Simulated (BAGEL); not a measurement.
# CH6Ge (GeMeH3) at B3LYP/6-31G(d) (density fitting with qzvpp-jkfit, spherical functions)

Aim: the energy change on altering one bond length of CH6Ge (GeMeH3) at B3LYP/6-31G* (density fitting with qzvpp-jkfit, spherical functions), from 2 runs. 

Program for the calculation: BAGEL 1.2.2.

5 further runs of the same task are left out: 4 that didn't finish, 1 set aside as unsound or not needed.

## 1. The structure to begin with

CH6Ge: 8 atoms, total charge 0, spin state singlet. SMILES: `[H][Ge]([H])([H])[CH3]`. Geometry: a GFN2-xTB relaxation, a rough one for these elements and not checked as a minimum.

Bond lengths: Ge1–C2 1.959 Å, C2–H3 1.087 Å, C2–H4 1.087 Å, C2–H5 1.087 Å, Ge1–H6 1.494 Å, Ge1–H7 1.494 Å, Ge1–H8 1.494 Å. Some angles: Ge1–C2–H3 110.7°, Ge1–C2–H4 110.8°, Ge1–C2–H5 110.7°, C2–Ge1–H6 111.5°, C2–Ge1–H7 111.4°, C2–Ge1–H8 111.5°, H3–C2–H4 108.1°, H3–C2–H5 108.2°, H4–C2–H5 108.2°, H6–Ge1–H7 107.4°.

## 2. A single-point energy at B3LYP/6-31G(d) (density fitting with qzvpp-jkfit, spherical functions)

job.json

```json
{ "bagel" : [

{
  "title" : "molecule",
  "basis" : "6-31gs.json",
  "df_basis" : "qzvpp-jkfit",
  "angstrom" : true,
  "geometry" : [
    { "atom" : "Ge", "xyz" : [      -0.001790,       0.003060,      -0.918760 ] },
    { "atom" : "C", "xyz" : [       0.002110,      -0.003460,       1.039910 ] },
    { "atom" : "H", "xyz" : [      -1.012610,       0.042810,       1.427220 ] },
    { "atom" : "H", "xyz" : [       0.551360,       0.851350,       1.426950 ] },
    { "atom" : "H", "xyz" : [       0.469820,      -0.908130,       1.420480 ] },
    { "atom" : "H", "xyz" : [       1.387410,      -0.023360,      -1.468660 ] },
    { "atom" : "H", "xyz" : [      -0.674200,       1.223080,      -1.459350 ] },
    { "atom" : "H", "xyz" : [      -0.722100,      -1.185340,      -1.467790 ] }
  ]
},

{
  "title" : "ks",
  "xc_func" : "b3lyp"
},

{
  "title" : "print",
  "file" : "orbitals.molden",
  "orbitals" : true
}

]}
```

The basis set 6-31G* is read from a file made from the Basis Set Exchange's data (not shown).

Started as:

```bash
$ BAGEL_NUM_THREADS=1 BAGEL job.json > job.out
```

Standard output:

```text
* using 1 threads per process

  ===============================================================
  ===============================================================

  *** Geometry ***

  { "atom" : "Ge", "xyz" : [     -0.003383,      0.005783,     -1.736205 ] },
  { "atom" : "C", "xyz" : [      0.003987,     -0.006538,      1.965145 ] },
  { "atom" : "H", "xyz" : [     -1.913556,      0.080899,      2.697055 ] },
  { "atom" : "H", "xyz" : [      1.041919,      1.608818,      2.696545 ] },
  { "atom" : "H", "xyz" : [      0.887831,     -1.716117,      2.684318 ] },
  { "atom" : "H", "xyz" : [      2.621825,     -0.044144,     -2.775365 ] },
  { "atom" : "H", "xyz" : [     -1.274053,      2.311286,     -2.757772 ] },
  { "atom" : "H", "xyz" : [     -1.364571,     -2.239968,     -2.773721 ] },

  Number of auxiliary basis functions:      449

  Since a DF basis is specified, we compute 2- and 3-index integrals:
    o Being stored without compression. Storage requirement is 0.012 GB

  Number of basis functions:       58
  Number of electrons      :       44

    * METHOD: MOLECULE                             0.16

  *** Kohn-Sham DFT ***

    * Removing 12925 points whose weight is below 1.00e-10
    * Grid points: 106323

  === Nuclear Repulsion ===
   120.8322872398

       - DIIS with orbital gradients will be used.

  === KS iteration (b3lyp / 6-31gs.json) ===
      0      -2045.74549142          0.10621757           0.24
      1      -1811.35197060          0.31996857           0.22
      2      -2010.55401293          0.12790515           0.22
      3      -1992.69925438          0.39896456           0.22
      4      -2010.33891791          0.30182755           0.22
      5      -2015.69919337          0.28410387           0.22
      6      -2018.26679802          0.27328735           0.22
      7      -1998.13888198          0.34311333           0.22
      8      -2054.82233956          0.19584347           0.22
      9      -2118.19935477          0.02112327           0.22
     10      -2118.44001179          0.00846735           0.22
     11      -2118.45846207          0.00567455           0.22
     12      -2118.46664013          0.00195276           0.22
     13      -2118.46719550          0.00016062           0.23
     14      -2118.46720349          0.00001282           0.22
     15      -2118.46720353          0.00000404           0.22
     16      -2118.46720353          0.00000074           0.22
     17      -2118.46720353          0.00000075           0.22
     18      -2118.46720353          0.00000008           0.22
     19      -2118.46720353          0.00000002           0.22
     20      -2118.46720353          0.00000000           0.22
    * SCF iteration converged.

    * Permanent dipole moment:
           (   -0.000619,     0.000980,    -0.296100) a.u.

    * METHOD: KS                                   5.02

    * METHOD: PRINT                                0.01

  ===============================================================
```

Wall time 5.4 s (1 thread of Arm Neoverse V2, shared host); peak memory 0.33 GiB.

## 3. The distorted shape at the same level

job.json

```json
{ "bagel" : [

{
  "title" : "molecule",
  "basis" : "6-31gs.json",
  "df_basis" : "qzvpp-jkfit",
  "angstrom" : true,
  "geometry" : [
    { "atom" : "Ge", "xyz" : [       0.805112,      -1.460982,      -0.270044 ] },
    { "atom" : "C", "xyz" : [       0.809012,      -1.467502,       1.688626 ] },
    { "atom" : "H", "xyz" : [      -0.205708,      -1.421232,       2.075936 ] },
    { "atom" : "H", "xyz" : [       1.358262,      -0.612692,       2.075666 ] },
    { "atom" : "H", "xyz" : [       1.276722,      -2.372172,       2.069196 ] },
    { "atom" : "H", "xyz" : [       2.194312,      -1.487402,      -0.819944 ] },
    { "atom" : "H", "xyz" : [      -0.674200,       1.223080,      -1.459350 ] },
    { "atom" : "H", "xyz" : [       0.084802,      -2.649382,      -0.819074 ] }
  ]
},

{
  "title" : "ks",
  "xc_func" : "b3lyp"
},

{
  "title" : "print",
  "file" : "orbitals.molden",
  "orbitals" : true
}

]}
```

The basis set 6-31G* is read from a file made from the Basis Set Exchange's data (not shown).

Started as:

```bash
$ BAGEL_NUM_THREADS=1 BAGEL job.json > job.out
```

Standard output:

```text
* using 1 threads per process

  ===============================================================
  ===============================================================

  *** Geometry ***

  { "atom" : "Ge", "xyz" : [      1.521441,     -2.760856,     -0.510309 ] },
  { "atom" : "C", "xyz" : [      1.528811,     -2.773177,      3.191041 ] },
  { "atom" : "H", "xyz" : [     -0.388732,     -2.685739,      3.922950 ] },
  { "atom" : "H", "xyz" : [      2.566743,     -1.157820,      3.922440 ] },
  { "atom" : "H", "xyz" : [      2.412655,     -4.482755,      3.910214 ] },
  { "atom" : "H", "xyz" : [      4.146649,     -2.810782,     -1.549470 ] },
  { "atom" : "H", "xyz" : [     -1.274053,      2.311286,     -2.757772 ] },
  { "atom" : "H", "xyz" : [      0.160253,     -5.006606,     -1.547826 ] },

  Number of auxiliary basis functions:      449

  Since a DF basis is specified, we compute 2- and 3-index integrals:
    o Being stored without compression. Storage requirement is 0.012 GB

  Number of basis functions:       58
  Number of electrons      :       44

    * METHOD: MOLECULE                             0.16

  *** Kohn-Sham DFT ***

    * Removing 11922 points whose weight is below 1.00e-10
    * Grid points: 107326

  === Nuclear Repulsion ===
   113.9483927440

       - DIIS with orbital gradients will be used.

  === KS iteration (b3lyp / 6-31gs.json) ===
      0      -2044.73205969          0.10496260           0.23
      1      -1817.55468045          0.30807810           0.22
      2      -2009.43739012          0.12529852           0.21
      3      -2001.13064460          0.38883264           0.22
      4      -2013.27134024          0.27797162           0.22
      5      -2025.83969492          0.25663255           0.22
      6      -2023.69222639          0.25712447           0.21
      7      -2007.40623440          0.30975538           0.22
      8      -2052.91063201          0.18330603           0.22
      9      -2117.62290552          0.03663473           0.22
     10      -2117.92769960          0.02000200           0.22
     11      -2118.00918767          0.01961319           0.21
     12      -2118.30053204          0.00624586           0.21
     13      -2118.31603861          0.00296741           0.22
     14      -2118.31258161          0.00345280           0.22
     15      -2118.31064175          0.00384238           0.21
     16      -2118.31915623          0.00124236           0.21
     17      -2118.31984995          0.00029408           0.21
     18      -2118.31989903          0.00004722           0.21
     19      -2118.31989979          0.00002322           0.21
     20      -2118.31989992          0.00000692           0.21
     21      -2118.31989994          0.00000456           0.22
     22      -2118.31989995          0.00000108           0.22
     23      -2118.31989995          0.00000062           0.21
     24      -2118.31989995          0.00000003           0.21
     25      -2118.31989995          0.00000001           0.22
     26      -2118.31989995          0.00000000           0.22
    * SCF iteration converged.

    * Permanent dipole moment:
           (   -0.498957,     0.906894,    -0.793562) a.u.

    * METHOD: KS                                   6.20

    * METHOD: PRINT                                0.01

  ===============================================================
```

It took 6.6 s on 1 thread of Arm Neoverse V2, shared host; peak memory 0.34 GiB.

## 4. What came out

At B3LYP/6-31G* (density fitting with qzvpp-jkfit, spherical functions):

```
                                                          quantity           value
                                         first shape: total energy  -2118.46720 Eh
                                        first shape: dipole moment          0.75 D
                                          first shape: HOMO energy        -8.58 eV
                                          first shape: LUMO energy         1.08 eV
                                        first shape: HOMO–LUMO gap         9.66 eV
                                     distorted shape: total energy  -2118.31990 Eh
                                    distorted shape: dipole moment          3.32 D
                                      distorted shape: HOMO energy        -5.93 eV
                                      distorted shape: LUMO energy        -3.46 eV
                                    distorted shape: HOMO–LUMO gap         2.48 eV
energy change with the Ge1–H7 bond stretched from 1.494 to 3.287 Å        4.008 eV
```

In words: One bond (distorted shape) is far stretched, which a spin-restricted single reference describes badly; a broken-symmetry solution may lie lower. With the Ge1–H7 bond stretched from 1.494 to 3.287 Å the energy rises by 4.01 eV (92 kcal/mol). The first shape isn't relaxed at this level, so the change isn't measured from a minimum. A restricted reference can't describe the breaking bond well at this length.
